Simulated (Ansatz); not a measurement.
# LaRuAsO: the cost of one run

Method: DFT PBE, scalar-relativistic, plane waves, PAW, in Ansatz 0.2.0.

Spin polarisation is switched off on purpose; where the compound carries moments, volume, stiffness and gap are then not the real material's.

**1. Starting point**

Symmetry: P4/nmm, No. 129, tetragonal system. The conventional cell has a = 4.142 Å, b = 4.142 Å, c = 8.586 Å, α = 90.00°, β = 90.00°, γ = 90.00°. Around La (site symmetry 4mm) lie 4 O at 2.39 Å. As (site symmetry 4mm) has 4 Ru at 2.44 Å as nearest neighbours. Ru (site symmetry -4m2) is surrounded by 4 As at 2.44 Å. O (site symmetry -4m2) has 4 La at 2.39 Å as nearest neighbours.

Structure file:

```xyz
8
Lattice="4.1420 0.0000 0.0000 0.0000 4.1420 0.0000 0.0000 0.0000 8.5861" Properties=species:S:1:pos:R:3 pbc="T T T"
La    2.0710    0.0000    1.1977
La    0.0000    2.0710    7.3884
As    2.0710    0.0000    5.5877
As    0.0000    2.0710    2.9984
Ru    0.0000    0.0000    4.2930
Ru    2.0710    2.0710    4.2930
O     0.0000    0.0000    0.0000
O     2.0710    2.0710    0.0000
```

An earlier run at PBE left this cell at 18.413 Å³/atom and 0.00 GPa (8×8×4 mesh).

Volume factors to run: 0.980, 1.020, 0.960, 1.040.

**2. At 0.980 of the relaxed volume**

Input file input.yaml:

```yaml
crystal:
  lattice:
    - [4.1142337858, 0.0, 0.0]
    - [0.0, 4.1142337858, 0.0]
    - [0.0, 0.0, 8.5284449804]
  atoms:
    - { symbol: La, position: [0.5, 0.0, 0.1394924932] }
    - { symbol: La, position: [0.0, 0.5, 0.8605075068] }
    - { symbol: As, position: [0.5, 0.0, 0.6507810173] }
    - { symbol: As, position: [0.0, 0.5, 0.3492189827] }
    - { symbol: Ru, position: [0.0, 0.0, 0.5] }
    - { symbol: Ru, position: [0.5, 0.5, 0.5] }
    - { symbol: O, position: [0.0, 0.0, 0.0] }
    - { symbol: O, position: [0.5, 0.5, 0.0] }
basis:
  ecutwfc: 420
  ecutrho_ratio: 4
kpoints:
  mp_grid: { grid: [8, 8, 4] }
hamiltonian:
  xc: pbe
scf:
  occupations: { method: gaussian, width: 0.05 }
output:
  forces: true
  stress: true
  eigenvalues: true
relax:
  f_tol: 0.01
  max_steps: 40
  cell: { stress_tol: 0.1, fix: [volume] }
```

The run is started by

```console
ansatz run input.yaml --threads 2 --pin off --max-ram 5120MiB --backend cpu --events-out ev --progress --plain --runs-dir out
```

Q: Estimate wall time and peak memory on 2 threads of Intel Xeon at 2.70GHz, shared host.

About 1.8 min, with a peak of 0.71 GiB.
